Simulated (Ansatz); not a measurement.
# TaCo: equation of state with PBE

The system is TaCo.

```xyz
2
Lattice="3.0684 0.0000 0.0000 0.0000 3.0684 0.0000 0.0000 0.0000 3.0684" Properties=species:S:1:pos:R:3 pbc="T T T"
Ta    0.0000    0.0000    0.0000
Co    1.5342    1.5342    1.5342
```

The cell comes from a database or a generator and needn't be the stable form of this composition.

```
Program             : Ansatz 0.2.0
Task                : equation of state
Functional          : PBE
Potentials or basis : all-electron LAPW, scalar-relativistic
Basis error allowed : 0.0005 eV/atom
k mesh              : 9 × 9 × 9
Occupations         : fermi-dirac, width 0.05 eV
Spin                : collinear spin, ferromagnetic start
Starting moments    : [0.0, 2.0] μB
```

* Equilibrium volume: 14.62 Å³/atom
* Bulk modulus: 209 GPa
* Pressure derivative of the bulk modulus: 3.9

Energy against volume, from the lowest point:
| volume (Å³/atom) | energy (meV/atom) |
| --- | --- |
| 13.578 | 54.15 |
| 13.867 | 27.05 |
| 14.156 | 9.54 |
| 14.445 | 0.80 |
| 14.733 | 0.00 |
| 15.022 | 6.38 |
| 15.311 | 19.26 |

All runs of the series together: 100 s on 2 threads of Intel(R) Xeon(R) 6975P-C (Granite Rapids), on a shared host.

The run has no spin-orbit coupling, so splittings on Ta are missing.
